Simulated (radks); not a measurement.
# Nuclear size and the levels of Ba

An exercise on one series of results from a longer session: the logs are not shown, and one member is left open.

The numbers are computed with radks (a radial shooting solver on a logarithmic mesh, Libxc functionals) version 1 (Dirac Kohn-Sham, exchange-only LDA, spin-unpolarised, spherical densities, finite nucleus), except any that are marked as measured or tabulated.

## The system

```
element            : barium (Z = 56)
charge             : 0
electrons          : 56
configuration      : [Xe] 6s2
nuclear rms radius : 4.8378 fm
```

Outer shells as boxes (Hund's rule):

Ba
```
[Xe] core
6s [↑↓]
```

Set-up of the first run:

Settings of this run:

```text
Z 56
configuration [Xe] 6s2 5d0 6p0
relativity Dirac
functional lda,
spin unpolarised
j_filling average
nucleus finite rms 4.8378 fm
c 137.035999084
```

Among the steps run: rms radius 4.8378 fm.

One of the session's tables, all rows but one given; the rest of the session is left out.

It belongs to the step «rms radius 4.8378 fm». Radial moments (bohr):

| level | <r> | outermost maximum (interpolated) | 90 % within | nodes |
| --- | --- | --- | --- | --- |
| 5s1/2 | 1.640 | 1.47 | 2.37 | 4 |
| 5p1/2 | 1.869 | 1.62 | 2.74 | 3 |
| 5p3/2 | 1.959 | 1.69 | 2.88 | 3 |
| 6s1/2 | 4.881 | 4.13 | 7.23 | 5 |
| 5d3/2 | ? | ? | ? | ? |
| 5d5/2 | 3.801 | 2.59 | 6.30 | 2 |
| 6p1/2 | 6.761 | 5.49 | 10.3 | 4 |
| 6p3/2 | 7.134 | 5.78 | 10.9 | 4 |

**Question.** Estimate the row for 5d3/2.

The run gave: <r>: 3.693; outermost maximum (interpolated): 2.53; 90 % within: 6.11; nodes: 2. In the column «<r>» it lies between 5p3/2 (1.959) and 5d5/2 (3.801).
